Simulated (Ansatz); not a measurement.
# C₂H₉AlFN: one species, many methods

The task here is to estimate one member of a computed series from the others.

Computed with Ansatz 0.2.0, Gaussian basis. Level: functionals in def2-TZVPP, the program's frozen cores in correlated methods.

Levels to be run: LDA (SPW92), PBE-D4, revPBE-D4, BLYP-D4, r2SCAN-D4, B97M-V, PBE0-D4, B3LYP-D4, r2SCANh-D4, r2SCAN0-D4, HSE06-D4, BHLYP-D4, CAM-B3LYP-D4, LC-ωPBE, ωB97X-V, ωB97M-V, B2PLYP, PBE-QIDH; CCSD(T)/def2-SVP; CCSD(T)/def2-TZVPP; MP2/def2-QZVPP; extrapolation to the limit; RPA on PBE.

## Structure used throughout

An earlier PBE0-D4 in a triple-zeta def2 set relaxation fixed the geometry.

SMILES `[CH3][Al-]([CH3])([NH3+])[F]`, 14 atoms, charge 0, spin multiplicity 1.

Atoms are counted from 1 here; the program's logs count them from 0.

Bond lengths: C1–Al2 1.965 Å, C1–H6 1.096 Å, C1–H7 1.095 Å, C1–H8 1.096 Å, Al2–C3 1.965 Å, Al2–N4 2.057 Å, Al2–F5 1.687 Å, C3–H9 1.096 Å, C3–H10 1.095 Å, C3–H11 1.096 Å, N4–H12 1.014 Å, N4–H13 1.015 Å, N4–H14 1.015 Å. Angles: Al2–C1–H6 112.6°, Al2–C1–H7 111.1°, Al2–C1–H8 112.8°, H6–C1–H7 106.3°, H6–C1–H8 107.4°, H7–C1–H8 106.4°, C1–Al2–C3 120.8°, C1–Al2–N4 102.8°, C1–Al2–F5 115.2°, C3–Al2–N4 102.7°, C3–Al2–F5 115.2°, N4–Al2–F5 93.9°, Al2–C3–H9 112.8°, Al2–C3–H10 111.1°, Al2–C3–H11 112.6°, H9–C3–H10 106.3°, H9–C3–H11 107.4°, H10–C3–H11 106.3° and more.

The first run:

Input file in.yaml:

```yaml
crystal:
  periodic: [false, false, false]
  atoms:
    - {symbol: C, position_ang: [-1.663826, 0.960466, -0.202969]}
    - {symbol: Al, position_ang: [0.209064, 0.390433, -0.366557]}
    - {symbol: C, position_ang: [1.448113, 0.560752, 1.148464]}
    - {symbol: N, position_ang: [0.046763, -1.647501, -0.592852]}
    - {symbol: F, position_ang: [0.899597, 0.619484, -1.888141]}
    - {symbol: H, position_ang: [-2.152750, 0.547853, 0.687135]}
    - {symbol: H, position_ang: [-1.738310, 2.049704, -0.116394]}
    - {symbol: H, position_ang: [-2.270145, 0.677837, -1.070571]}
    - {symbol: H, position_ang: [2.410116, 0.069023, 0.966815]}
    - {symbol: H, position_ang: [1.673786, 1.612070, 1.356570]}
    - {symbol: H, position_ang: [1.037719, 0.145606, 2.076253]}
    - {symbol: H, position_ang: [-0.334732, -2.132261, 0.212203]}
    - {symbol: H, position_ang: [0.965688, -2.032665, -0.787869]}
    - {symbol: H, position_ang: [-0.544084, -1.850102, -1.393187]}
basis:
  gaussian: {orbitals: def2-TZVPP}
hamiltonian: {xc: lda}
output: {orbitals: {seedname: orbitals}}
```

Among the steps run: LDA; PBE-D4 (GGA); revPBE-D4 (GGA); BLYP-D4 (GGA); r2SCAN-D4 (meta-GGA); B97M-V (meta-GGA); PBE0-D4 (hybrid); B3LYP-D4 (hybrid); r2SCANh-D4 (hybrid); r2SCAN0-D4 (hybrid); HSE06-D4 (hybrid); BHLYP-D4 (hybrid); CAM-B3LYP-D4 (range-separated); LC-ωPBE-D4 (range-separated; the results give it without D4); ωB97X-V (range-separated); ωB97M-V (range-separated); B2PLYP (double hybrid); PBE-QIDH (double hybrid).

One table of the session follows, with a row left open; its other results are not shown here.

It belongs to the step «Frontier levels by functional». 

| functional | HOMO (eV) | gap (eV) |
| --- | --- | --- |
| LDA (SPW92) | -5.82 | 4.76 |
| PBE-D4 | -5.69 | 4.72 |
| revPBE-D4 | -5.64 | 4.72 |
| BLYP-D4 | -5.58 | 4.55 |
| r2SCAN-D4 | -5.96 | 5.75 |
| B97M-V | -6.04 | 5.25 |
| PBE0-D4 | -7.00 | 6.84 |
| B3LYP-D4 | -6.78 | 6.25 |
| r2SCANh-D4 | ? | ? |
| r2SCAN0-D4 | -7.18 | 7.54 |
| HSE06-D4 | -6.59 | 6.07 |
| BHLYP-D4 | -8.22 | 8.62 |
| CAM-B3LYP-D4 | -8.39 | 8.96 |
| LC-ωPBE | -9.76 | 11.69 |
| ωB97X-V | -9.40 | 11.09 |
| ωB97M-V | -9.25 | 10.47 |

Q: Estimate the row for r2SCANh-D4 from the others.

Worked estimate for «HOMO (eV)». Against the share of exact exchange, r2SCAN-D4 (0, -5.96), r2SCAN0-D4 (0.25, -7.18) give a slope of -4.88 per unit share; at 0.1 the line stands at -6.45.

As computed: HOMO (eV): -6.44; gap (eV): 6.47. In «HOMO (eV)» the line misses by -0.01.
